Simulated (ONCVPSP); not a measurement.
**Pseudopotential generation for P: ONCV, PBEsol**

Aim: build the potential from the settings below, then test how well it stands in for the atom: other configurations, scattering, ghost states and the plane-wave cutoff that it needs.

The numbers are computed with ONCVPSP 4.0.1.1 (patched build) (PBEsol, scalar-relativistic, spin-unpolarised reference atom).

**1. The design**

Typed settings, in words:

* element: phosphorus (P, Z = 15)
* type: optimised norm-conserving Vanderbilt (ONCV)
* frozen core: [Ne]
* valence charge: 5
* reference configuration: 3s2 3p1.5 (charge +1.5)
* partial waves: 3s: rc 1.60 bohr, ncon 4, nbas 8, qcut 4.5 1/bohr, 1 projector; 3p: rc 1.25 bohr, ncon 4, nbas 8, qcut 7.5 1/bohr, local; d scattering state at 0.33 Ha: rc 1.30 bohr, ncon 3, nbas 7, qcut 8 1/bohr, 2 projectors, debl 2.7 Ha
* local potential: the p channel
* core correction: Teter function, fcfact 1.5, rcfact 1.45

An earlier all-electron run gives the scale for the radii.

All-electron outer shells of the reference configuration (PBEsol, scalar-relativistic, ld1.x):

| shell | level (eV) | outermost node (bohr) | outermost maximum (bohr) |
| --- | --- | --- | --- |
| 2s | -190.37 | 0.14 | 0.42 |
| 2p | -141.18 | – | 0.36 |
| 3s | -28.42 | 0.65 | 1.54 |
| 3p | -19.06 | 0.64 | 1.72 |

**2. Generation**

File P.dat:

```
# ATOM AND REFERENCE CONFIGURATION
# atsym  z   nc   nv     iexc    psfile
  P 15.00    3    2  -116133      upf
#
#   n    l    f
    1    0    2.00
    2    0    2.00
    2    1    6.00
    3    0    2.00
    3    1    1.50
#
# PSEUDOPOTENTIAL AND OPTIMIZATION
# lmax
    2
#
#   l,   rc,      ep,       ncon, nbas, qcut
    0    1.60    0.00    4    8    4.50
    1    1.25    0.00    4    8    7.50
    2    1.30    0.33    3    7    8.00
#
# LOCAL POTENTIAL
# lloc, lpopt,  rc(5),   dvloc0
    1    5    1.25    0.00
#
# VANDERBILT-KLEINMAN-BYLANDER PROJECTORs
# l, nproj, debl
    0    1    3.80
    1    0    2.90
    2    2    2.70
#
# MODEL CORE CHARGE
# icmod, fcfact, rcfact
    3    1.50    1.45
#
# LOG DERIVATIVE ANALYSIS
# epsh1, epsh2, depsh
   -3.00    5.00    0.02
#
# OUTPUT GRID
# rlmax, drl
    6.00    0.01
#
# TEST CONFIGURATIONS
# ncnf
    4
# nvcnf
#   n    l    f
    2
    3    0    2.00
    3    1    3.00
#
    2
    3    0    2.00
    3    1    2.00
#
    2
    3    0    2.00
    3    1    1.00
#
    2
    3    0    1.00
    3    1    4.00
#
```

Launch:

```bash
$ oncvpsp.x < P.dat > P.out
```

What does the calculation give? Wanted: cutoffs for 1 and 0.1 mHa per electron, occupied waves; bound ghosts; GHOST(+) flags; largest test error; largest phase difference near zero energy, channels read; rms error of d²Exc/dn², without and with the model core.

**Answer**, as computed:

```
                                                quantity                  value
  cutoffs for 1 and 0.1 mHa per electron, occupied waves       27 Ha and 117 Ha
                                            bound ghosts             none found
                                          GHOST(+) flags     none at low energy
                            largest test error (AE − PS)  +8.7 meV, for 3s2 3p3
largest phase difference near zero energy, channels read              0.037 rad
 rms error of d²Exc/dn², without and with the model core      2.71 and 0.04 mHa
```

**Reading.** By total energies transferability is good: the largest error is 8.7 meV on 18.0 eV, for 3s2 3p3. By its cutoff, 27 Ha for the looser tolerance, it is of middling hardness. The tighter tolerance needs 117 Ha, and converged work needs a cutoff nearer that. At the looser tolerance the 3p wave is the slowest; 3s needs 10 Ha. The program's ghost test flags no bound state. Of the channels read, p scatters worst near zero energy, by up to 0.04 rad.
